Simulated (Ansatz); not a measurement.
# FH₂O₃Ta: a ladder of functionals and wavefunction methods

An exercise on one series of results from a longer session: the logs are not shown, and one member is left open.

The runs use Ansatz 0.2.0, Gaussian basis; functionals in def2-TZVPP, the program's frozen cores in correlated methods.

Levels to be run: LDA (SPW92), PBE-D4, revPBE-D4, BLYP-D4, r2SCAN-D4, B97M-V, PBE0-D4, B3LYP-D4, r2SCANh-D4, r2SCAN0-D4, HSE06-D4, BHLYP-D4, CAM-B3LYP-D4, LC-ωPBE, ωB97X-V, ωB97M-V, B2PLYP, PBE-QIDH; CCSD(T)/def2-SVP; CCSD(T)/def2-TZVPP; MP2/def2-QZVPP; extrapolation to the limit; RPA on PBE.

### The geometry

An earlier PBE0-D4 in a triple-zeta def2 set relaxation fixed the geometry. Ta takes the def2 core potential; no spin-orbit term is included.

SMILES `[O]=[Ta]([OH])([OH])[F]`, 7 atoms, charge 0, spin multiplicity 1.

Atoms are counted from 1 here; the program's logs count them from 0.

Bond lengths: O1–Ta2 1.717 Å, Ta2–O3 1.899 Å, Ta2–O4 1.899 Å, Ta2–F5 1.885 Å, O3–H6 0.958 Å, O4–H7 0.958 Å. Angles: O1–Ta2–O3 108.6°, O1–Ta2–O4 108.6°, O1–Ta2–F5 108.7°, O3–Ta2–O4 109.5°, O3–Ta2–F5 110.6°, O4–Ta2–F5 110.6°, Ta2–O3–H6 130.3°, Ta2–O4–H7 130.3°.

The first run:

Input file in.yaml:

```yaml
crystal:
  periodic: [false, false, false]
  atoms:
    - {symbol: O, position_ang: [-1.389975, -1.146852, 0.077769]}
    - {symbol: Ta, position_ang: [-0.287936, 0.167792, 0.160276]}
    - {symbol: O, position_ang: [1.225017, -0.371949, 1.172654]}
    - {symbol: O, position_ang: [0.255031, 0.615363, -1.603286]}
    - {symbol: F, position_ang: [-1.149854, 1.629211, 0.981236]}
    - {symbol: H, position_ang: [1.413194, -1.202200, 1.611111]}
    - {symbol: H, position_ang: [-0.004378, 0.240635, -2.445460]}
basis:
  gaussian: {orbitals: def2-TZVPP}
hamiltonian: {xc: lda}
output: {orbitals: {seedname: orbitals}}
```

Command:

```bash
$ ansatz run in.yaml --threads 4 --pin off --events-out ev --progress --plain --max-ram 10444MiB
```

Among the steps run: LDA; PBE-D4 (GGA); revPBE-D4 (GGA); BLYP-D4 (GGA); r2SCAN-D4 (meta-GGA); B97M-V (meta-GGA); PBE0-D4 (hybrid); B3LYP-D4 (hybrid); r2SCANh-D4 (hybrid); r2SCAN0-D4 (hybrid); HSE06-D4 (hybrid); BHLYP-D4 (hybrid); CAM-B3LYP-D4 (range-separated); LC-ωPBE (range-separated); ωB97X-V (range-separated); ωB97M-V (range-separated); B2PLYP (double hybrid); PBE-QIDH (double hybrid).

One table of the session follows, with a row left open; its other results are not shown here.

It belongs to the step «Frontier levels by functional». 

```
  functional  HOMO (eV)  gap (eV)
 LDA (SPW92)      -8.16      6.46
      PBE-D4      -7.90      6.49
   revPBE-D4          ?         ?
     BLYP-D4      -7.79      6.45
   r2SCAN-D4      -8.26      7.03
      B97M-V      -8.28      7.10
     PBE0-D4      -9.53      8.99
    B3LYP-D4      -9.26      8.39
  r2SCANh-D4      -8.87      7.97
  r2SCAN0-D4      -9.78      9.38
    HSE06-D4      -9.12      8.20
    BHLYP-D4     -11.04     11.05
CAM-B3LYP-D4     -11.01     11.17
     LC-ωPBE     -12.37     13.81
     ωB97X-V     -12.01     13.23
     ωB97M-V     -11.94     12.73
```

Estimate the missing values for revPBE-D4.

The run gave: HOMO (eV): -7.81; gap (eV): 6.50. In the column «HOMO (eV)» it lies between PBE-D4 (-7.90) and BLYP-D4 (-7.79).
